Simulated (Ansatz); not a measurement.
# HfB: the cost of one run

Method: DFT PBE, scalar-relativistic, plane waves, PAW, in Ansatz 0.2.0.

3 further runs of the same task are left out: 1 that didn't finish, 2 set aside as unsound or not needed.

## Step 1: The structure to begin with

The structure is trigonal, space group R-3m (No. 166). Conventional cell: a = 3.422 Å, b = 3.422 Å, c = 8.352 Å, α = 90.00°, β = 90.00°, γ = 120.00°. Hf (site symmetry -3m) has 6 B at 2.42 Å as nearest neighbours. Around B (site symmetry -3m) lie 6 Hf at 2.42 Å.

As a file:

```cif
data_structure
_symmetry_space_group_name_H-M 'P 1'
_symmetry_Int_Tables_number 1
_cell_length_a 3.4223
_cell_length_b 3.4223
_cell_length_c 8.3515
_cell_angle_alpha 90.000
_cell_angle_beta 90.000
_cell_angle_gamma 120.000
_cell_volume 84.71
loop_
_atom_site_label
_atom_site_type_symbol
_atom_site_fract_x
_atom_site_fract_y
_atom_site_fract_z
_atom_site_occupancy
Hf1 Hf 0.00000 0.00000 0.00000 1
B1 B 0.66667 0.33333 0.16667 1
Hf2 Hf 0.33333 0.66667 0.33333 1
B2 B 0.00000 0.00000 0.50000 1
Hf3 Hf 0.66667 0.33333 0.66667 1
B3 B 0.33333 0.66667 0.83333 1
```

The cell was made up by rule, so the compound may not exist in this form.

This cell was relaxed beforehand with the same method: volume 14.12 Å³/atom, gap on the mesh none (metal).

## Step 2: Building the stacking AB

Close-packed layers are stacked in the order given (letters for the first element, the second between them) and fully relaxed; h and k in a name mark layers with hexagonal and cubic surroundings. Energies count from the base stacking, -7939.0546 eV an atom.

The cell holds 2 Hf, 2 B: a = 3.551 Å, b = 3.551 Å, c = 5.171 Å, α = 90.00°, β = 90.00°, γ = 120.00°.

## Step 3: Relaxing it

The input, input.yaml:

```yaml
crystal:
  lattice:
    - [3.5507414398, 0.0, 0.0]
    - [-1.7753707199, 3.0750322891, 0.0]
    - [0.0, 0.0, 5.1706740396]
  atoms:
    - { symbol: Hf, position: [0.0, 0.0, 0.0] }
    - { symbol: B, position: [0.6666666667, 0.3333333333, 0.25] }
    - { symbol: Hf, position: [0.3333333333, 0.6666666667, 0.5] }
    - { symbol: B, position: [0.6666666667, 0.3333333333, 0.75] }
basis:
  ecutwfc: 420
kpoints:
  mp_grid: { grid: [21, 21, 12] }
hamiltonian:
  xc: pbe
scf:
  occupations: { method: gaussian, width: 0.1 }
output:
  forces: true
  stress: true
  eigenvalues: true
  write_density: true
  write_potential: true
  elf: true
  volumetric_format: npy
```

Launch:

```bash
$ ansatz run input.yaml --threads 1 --pin off --max-ram 2560MiB --backend cpu --events-out ev --progress --plain --runs-dir out
```

Q: Estimate wall time and peak memory on 1 thread of Arm Neoverse V1, shared host.

About 48 s, with a peak of 0.66 GiB.
